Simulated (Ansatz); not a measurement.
# C₂H₆ClFSi: up Jacob's ladder to CCSD(T)

The task here is to estimate one member of a computed series from the others.

Program: Ansatz 0.2.0, Gaussian basis. Level of theory: functionals in def2-TZVPP, the program's frozen cores in correlated methods. These are calculated values, not measurements.

The runs, in order: PBE-D4, r2SCAN-D4, PBE0-D4, B3LYP-D4, ωB97X-V, ωB97M-V, B2PLYP; CCSD(T)/def2-TZVPP; MP2/def2-QZVPP; extrapolation to the limit.

### The geometry

An earlier PBE0-D4 in a triple-zeta def2 set relaxation fixed the geometry.

SMILES `C[SiH](F)CCl`, 11 atoms, charge 0, spin multiplicity 1.

Atoms are counted from 1 here; the program's logs count them from 0.

Bond lengths: C1–Si2 1.850 Å, C1–H6 1.092 Å, C1–H7 1.093 Å, C1–H8 1.092 Å, Si2–F3 1.607 Å, Si2–C4 1.877 Å, Si2–H9 1.482 Å, C4–Cl5 1.789 Å, C4–H10 1.091 Å, C4–H11 1.090 Å. Angles: Si2–C1–H6 110.7°, Si2–C1–H7 111.0°, Si2–C1–H8 110.2°, H6–C1–H7 108.3°, H6–C1–H8 108.2°, H7–C1–H8 108.3°, C1–Si2–F3 109.2°, C1–Si2–C4 111.8°, C1–Si2–H9 112.5°, F3–Si2–C4 106.7°, F3–Si2–H9 107.5°, C4–Si2–H9 108.8°, Si2–C4–Cl5 107.2°, Si2–C4–H10 112.9°, Si2–C4–H11 112.6°, Cl5–C4–H10 107.7°, Cl5–C4–H11 107.6°, H10–C4–H11 108.6°.

The first run:

in.yaml reads:

```yaml
crystal:
  periodic: [false, false, false]
  atoms:
    - {symbol: C, position_ang: [-1.368562, 0.388675, 0.665171]}
    - {symbol: Si, position_ang: [0.428942, 0.556316, 0.260953]}
    - {symbol: F, position_ang: [1.278344, 0.570225, 1.624666]}
    - {symbol: C, position_ang: [1.055910, -0.895877, -0.749135]}
    - {symbol: Cl, position_ang: [0.191353, -0.863788, -2.315196]}
    - {symbol: H, position_ang: [-1.713366, 1.242228, 1.252993]}
    - {symbol: H, position_ang: [-1.557017, -0.521476, 1.239920]}
    - {symbol: H, position_ang: [-1.959571, 0.344120, -0.252419]}
    - {symbol: H, position_ang: [0.732349, 1.811188, -0.467252]}
    - {symbol: H, position_ang: [0.853600, -1.858864, -0.278987]}
    - {symbol: H, position_ang: [2.123317, -0.829849, -0.960115]}
basis:
  gaussian: {orbitals: def2-TZVPP}
hamiltonian: {xc: pbe, dispersion: d4}
output: {forces: true, orbitals: {seedname: orbitals}}
```

Command:

```sh
> ansatz run in.yaml --threads 4 --pin off --events-out ev --progress --plain --max-ram 10444MiB
```

Steps of the session up to this table: PBE-D4 (GGA); r2SCAN-D4 (meta-GGA); PBE0-D4 (hybrid); B3LYP-D4 (hybrid); ωB97X-V (range-separated); ωB97M-V (range-separated); B2PLYP (double hybrid); CCSD(T) in def2-TZVPP; MP2 in def2-QZVPP.

One table of the session follows, with a row left open; its other results are not shown here.

| method | atomisation energy (kcal/mol) |
| --- | --- |
| PBE-D4 | 980.3 |
| r2SCAN-D4 | 971.6 |
| PBE0-D4 | 968.6 |
| B3LYP-D4 | ? |
| ωB97X-V | 972.1 |
| ωB97M-V | 972.5 |
| B2PLYP | 957.6 |
| HF/def2-TZVPP | 731.2 |
| MP2/def2-TZVPP | 961.4 |
| CCSD/def2-TZVPP | 934.0 |
| CCSD(T)/def2-TZVPP | 946.2 |
| MP2/CBS | 986.1 |
| CCSD(T)/CBS | 971.0 |

Estimate the missing values for B3LYP-D4.

**Answer.** atomisation energy (kcal/mol): 965.7. In the column «atomisation energy (kcal/mol)» it lies between MP2/def2-TZVPP (961.4) and PBE0-D4 (968.6).
